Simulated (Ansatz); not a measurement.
**CuF+ (doublet): wave-function methods side by side, def2-QZVPP**

One table from this session's results is given with a row withheld; the runs are named, their logs left out.

Computed with Ansatz 0.2.0, Gaussian basis. Level: def2-QZVPP, core rule «outside noble gas», up to 10 orbitals frozen.

To be run: UHF; ROHF; CCSD(T) on UHF.

### The geometry

The geometry is a PBE0/def2-TZVP stationary point (not a proven minimum).

2 atoms, charge 1, spin multiplicity 2.

Atoms are counted from 1 here; the program's logs count them from 0.

Bond lengths: Cu1–F2 1.691 Å.

As a file:

| atom | x (Å) | y (Å) | z (Å) |
| --- | --- | --- | --- |
| Cu1 | 0.0000 | 0.0000 | 0.0000 |
| F2 | 0.0000 | 0.0000 | 1.6908 |

The first run:

in.yaml reads:

```yaml
crystal:
  periodic: [false, false, false]
  atoms:
    - {symbol: Cu, position_ang: [0.000000, 0.000000, 0.000000]}
    - {symbol: F, position_ang: [0.000000, 0.000000, 1.690800]}
basis:
  gaussian: {orbitals: "def2-QZVPP.json"}
total_charge: 1
magnetization: {spin_polarized: true, initial_magnetization: 1}
hamiltonian: {xc: hf}
output: {orbitals: {seedname: orbitals}}
```

Command:

```
$ ansatz run in.yaml --threads 1 --pin off --events-out ev --progress --plain --max-ram 2816MiB --backend cpu
```

Among the steps run: UHF; ROHF; CCSD(T) on UHF.

One table of the session follows, with a row left open; its other results are not shown here.

| method | from UCCSD(T) (meV) |
| --- | --- |
| ROHF | +18556.6 |
| UHF | +18442.4 |
| UMP2 | ? |
| UCCSD | +628.0 |
| UCCSD(T) | 0 |

Estimate the missing values for UMP2.

The run gave: from UCCSD(T) (meV): -1.6. In the column «from UCCSD(T) (meV)» it is the lowest.
